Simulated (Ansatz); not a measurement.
Task: a rigid torsion scan of CH6AlNO, SMILES OC[NH][AlH2], with the Ansatz DFT code, driven from Python. Give the script and its output. Use (for the species named): Hartree-Fock, cc-pVDZ basis, multiplicity 1.

```xyz
10

O    -0.0525    0.2106   -1.7128
C     0.6186   -0.5553   -0.8325
N    -0.2424   -0.9402    0.2946
Al   -0.4440    0.5300    1.5225
H     0.0715    1.1907   -1.4823
H     0.9326   -1.4565   -1.3711
H     1.5844   -0.0483   -0.4846
H    -1.0985   -1.2493   -0.0566
H    -1.4044    0.3112    2.8745
H     0.1178    1.9558    1.2513
```

The script, `ch6alno.py`:
```python
"""Rigid torsion scan of CH6AlNO."""

import warnings

import ansatz
from ase import Atoms


def main() -> None:
    warnings.simplefilter("ignore", ansatz.DeckWarning)

    atoms = Atoms(["O", "C", "N", "Al", "H", "H", "H", "H", "H", "H"], positions=[
        (-0.0525, 0.2106, -1.7128),
        (0.6186, -0.5553, -0.8325),
        (-0.2424, -0.9402, 0.2946),
        (-0.444, 0.53, 1.5225),
        (0.0715, 1.1907, -1.4823),
        (0.9326, -1.4565, -1.3711),
        (1.5844, -0.0483, -0.4846),
        (-1.0985, -1.2493, -0.0566),
        (-1.4044, 0.3112, 2.8745),
        (0.1178, 1.9558, 1.2513),
    ])

    # start the scan from a relaxed geometry
    first = (
        ansatz.Crystal.molecule_from_ase(atoms).calculation()
        .basis(gaussian="cc-pVDZ")
        .functional("hf")
        .relax(force_tolerance=0.02, max_steps=80)
    )
    atoms.positions = first.run(threads=1).report["positions_ang"]

    start = atoms.get_dihedral(0, 1, 2, 3)
    energies = {}
    for turn in range(0, 360, 30):
        turned = atoms.copy()
        turned.set_dihedral(0, 1, 2, 3, start + turn, indices=[2, 3, 7, 8, 9])
        model = ansatz.Crystal.molecule_from_ase(turned).calculation()
        model = model.basis(gaussian="cc-pVDZ")
        model = model.functional("hf")
        energies[round((start + turn) % 360)] = model.run(threads=1).report["free_energy_ev"]
    floor = min(energies.values())
    print("dihedral O0-C1-N2-Al3 (deg)   E - E(min) (kJ/mol)")
    for angle, e in sorted(energies.items()):
        print(f"{angle:8d} {96.485332 * (e - floor):14.3f}  " + "#" * int(30 * (e - floor) / max(max(energies.values()) - floor, 1e-9)))


if __name__ == "__main__":
    main()
```

```console
$ python ch6alno.py
dihedral O0-C1-N2-Al3 (deg)   E - E(min) (kJ/mol)
      29         14.184  #################
      59          8.393  ##########
      89          4.995  ######
     119         11.148  #############
     149         24.297  #############################
     179         24.757  ##############################
     209          9.099  ###########
     239          0.000
     269          8.495  ##########
     299         19.978  ########################
     329         20.162  ########################
     359         17.686  #####################
```

The scan is rigid and the energies are electronic, in a modest basis. With rigid groups the curve can differ much from the relaxed path, the start wasn't checked as a minimum of this torsion, and equivalent turns needn't return to the same energy. Wall time of the script: 36 s on 1 thread of Arm Neoverse V1 (shared host), peak memory 0.23 GiB.

(Lines on the test bed's own set-up are left out of the output.)
